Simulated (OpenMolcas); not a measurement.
# Fe³⁺ with 2 ligands (hydroxide): CASSCF and CASPT2 levels and susceptibility

Which state of Fe³⁺ lies lowest among these ligands, how large is the field, and what χT follows?

The numbers are computed with OpenMolcas 26.06 (state-averaged CASSCF and CASPT2, spin-orbit coupling by RASSI with atomic mean-field integrals), except any that are marked as measured or tabulated.

## Step 1: The atom as given

* Species: Fe³⁺ (iron, Z = 26, 23 electrons)
* Basis: ANO-RCC-VDZP [5s4p2d1f], 72 functions with the ligands
* Scalar Hamiltonian: DKH2, point nucleus
* Inactive shells: 1s 2s 2p 3s 3p of the metal, and all ligand shells
* Active space: 5 electrons in 5 orbitals (3d)
* Some configurations of this space: 3d⁵
* Orbitals: optimised for each spin and parity, averaged over all roots

The outer shells:

3d5
```
3d [↑ ][↑ ][↑ ][↑ ][↑ ]
```

Fe³⁺ is taken with 2 ligands (hydroxide) in linear coordination (C2h) at 1.78 Å. Ligand basis ANO-RCC-VDZP. The distances are assumed, not relaxed.

```xyz
5

Fe    0.0000    0.0000    0.0000
O     0.0000    0.0000    1.7800
H     0.8791    0.0000    2.1899
O     0.0000    0.0000   -1.7800
H    -0.8791    0.0000   -2.1899
```

Each step is its own input file, run in one work folder so that later steps find the files of earlier ones. Labels, J, g values, rates, χT and fits are worked out afterwards by a script from the matrices that RASSI stores.

## Step 2: Basis and integrals

a.inp reads:

```
&GATEWAY
Coord
5

Fe 0.0 0.0 0.0
O 0.000000 0.000000 1.780000
H 0.879119 0.000000 2.189940
O 0.000000 0.000000 -1.780000
H -0.879119 0.000000 -2.189940
Basis=Fe.ANO-RCC-VDZP,H.ANO-RCC-VDZP,O.ANO-RCC-VDZP
Group=XYZ
NoMove
AngMom=0.0 0.0 0.0
AMFI
RICD
&SEWARD
```

Launch:

```sh
$ OMP_NUM_THREADS=1 MOLCAS_MEM=2457 MOLCAS_PROJECT=a pymolcas a.inp > a.log
```

## Step 3: Reference wave functions, sextets of even parity, 1 root

a.inp reads:

```
&RASSCF
FileOrb=start.orb
Symmetry=1
Spin=6
nActEl=5 0 0
Inactive=8 11
Ras2=5 0
CIRoot=1 1 1
SDav=1
CIMx=300
Iter=150 100
PrWF=0.3
OrbListing=Nothing
MaxOrb=0
LevShft=1.0
>>> COPY $Project.JobIph JOB001
```

start.orb holds start orbitals that the driver prepared beforehand, or those of the step before.

## Step 4: Reference wave functions, quartets of even parity, 24 roots

a.inp reads:

```
&RASSCF
FileOrb=start.orb
Symmetry=1
Spin=4
nActEl=5 0 0
Inactive=8 11
Ras2=5 0
CIRoot=24 24 1
SDav=24
CIMx=300
Iter=150 100
PrWF=0.3
OrbListing=Nothing
MaxOrb=0
LevShft=1.0
>>> COPY $Project.JobIph JOB002
```

## Step 5: CASSCF: doublets of even parity, 75 roots

a.inp reads:

```
&RASSCF
FileOrb=start.orb
Symmetry=1
Spin=2
nActEl=5 0 0
Inactive=8 11
Ras2=5 0
CIRoot=75 75 1
SDav=75
CIMx=300
Iter=150 100
PrWF=0.3
OrbListing=Nothing
MaxOrb=0
LevShft=1.0
>>> COPY $Project.JobIph JOB003
```

## Step 6: RASSI: spin-orbit coupling between the states

a.inp reads:

```
&RASSI
NrOfJobIphs=3 1 24 75
1
1 2 3 4 5 6 7 8 9 10 11 12 13 14 15 16 17 18 19 20 21 22 23 24
1 2 3 4 5 6 7 8 9 10 11 12 13 14 15 16 17 18 19 20 21 22 23 24 25 26 27
28 29 30 31 32 33 34 35 36 37 38 39 40 41 42 43 44 45 46 47 48 49 50 51
52 53 54 55 56 57 58 59 60 61 62 63 64 65 66 67 68 69 70 71 72 73 74 75
IphNames
JOB001
JOB002
JOB003
EJob
SpinOrbit
DIPRint=1.0
SOCoupling=1000.0
Subsets=2
Property=9
'ANGMOM' 1 'ANGMOM' 2 'ANGMOM' 3 'MLTPL  1' 1 'MLTPL  1' 2 'MLTPL  1' 3
'AMFI' 1 'AMFI' 2 'AMFI' 3
SOProperty=3
'ANGMOM' 1 'ANGMOM' 2 'ANGMOM' 3
```

## Step 7: CASPT2: IPEA 0.25, imaginary shift 0.1 (closed shells correlated: 3s 3p of the metal, with ligand shells; the Frozen line counts the rest)

a.inp reads:

```
>>> COPY JOB001 $Project.JobIph
&CASPT2
Multistate=1 1
Frozen=3 4
IPEA=0.25
Imaginary=0.1
MaxIter=60
WThr=0.0 0.3 0.05
PrWF=0.5
NoMix
>>> COPY JOB002 $Project.JobIph
&CASPT2
Multistate=24 1 2 3 4 5 6 7 8 9 10 11 12 13 14 15 16 17 18 19 20 21 22
23 24
NoMult
Frozen=3 4
IPEA=0.25
Imaginary=0.1
MaxIter=60
WThr=0.0 0.3 0.05
PrWF=0.5
NoMix
>>> COPY JOB003 $Project.JobIph
&CASPT2
Multistate=75 1 2 3 4 5 6 7 8 9 10 11 12 13 14 15 16 17 18 19 20 21 22
23 24 25 26 27 28 29 30 31 32 33 34 35 36 37 38 39 40 41 42 43 44 45 46
47 48 49 50 51 52 53 54 55 56 57 58 59 60 61 62 63 64 65 66 67 68 69 70
71 72 73 74 75
NoMult
Frozen=3 4
IPEA=0.25
Imaginary=0.1
MaxIter=60
WThr=0.0 0.3 0.05
PrWF=0.5
NoMix
```

## Step 8: CASPT2: IPEA 0.25, sigma2 regulariser 0.3 (closed shells correlated: 3s 3p of the metal, with ligand shells; the Frozen line counts the rest)

a.inp: that of step 7 with these lines changed.

```diff
@@ -5,3 +5,3 @@
 IPEA=0.25
-Imaginary=0.1
+Sig2=0.3
 MaxIter=60
@@ -17,3 +17,3 @@
 IPEA=0.25
-Imaginary=0.1
+Sig2=0.3
 MaxIter=60
@@ -31,3 +31,3 @@
 IPEA=0.25
-Imaginary=0.1
+Sig2=0.3
 MaxIter=60
```

(Steps that only read results are left out.)

Before running it: what results should come out? Wanted: spin-free ground state; lowest level; next level.

The runs gave:

```
                 quantity                                                                                                                                          value
                   method  SS-CASPT2, IPEA 0.25, imaginary shift 0.1 (closed shells correlated: 3s 3p of the metal, with ligand shells; the Frozen line counts the rest)
   spin-free ground state                                                                                                             sextet, 1-fold in its orbital part
             lowest level                                                                                                                  2-fold, g = 0.00, 0.00, 10.00
               next level                                                                                                                                       2.5 cm⁻¹
              χT at 300 K                                                                                                                                 4.38 cm³ K/mol
effective moment at 300 K                                                                                                                                        5.92 μB
```

Cost by method:

```csv
method,time of its own steps,time with the reference
A. CASSCF,51 s,51 s
"B. SS-CASPT2, IPEA 0.25, imaginary shift 0.1, +3s 3p",70 s,2 min
"C. SS-CASPT2, IPEA 0.25, sigma2 regulariser 0.3, +3s 3p",70 s,2 min
```

Times are of one thread on a shared host.

In words: The spin-free ground state (sextet) comes to 100 % from free-ion S terms and keeps the highest spin of the shell. χT at 300 K is 4.38, against 4.39 cm³ K/mol for the spin alone, as a half-filled shell (L = 0) has no orbital moment. An active space of the d shell alone favours high spin; real ions in strong fields can be low spin. CASPT2 does not keep the components of a term degenerate, and the means are used. Reference weights range from 0.69 to 0.81, which points to intruder states or a small active space for some roots. With metal d orbitals alone active, the gaps between spin states are rough; where two lie within a few thousand cm-1, their order is open.
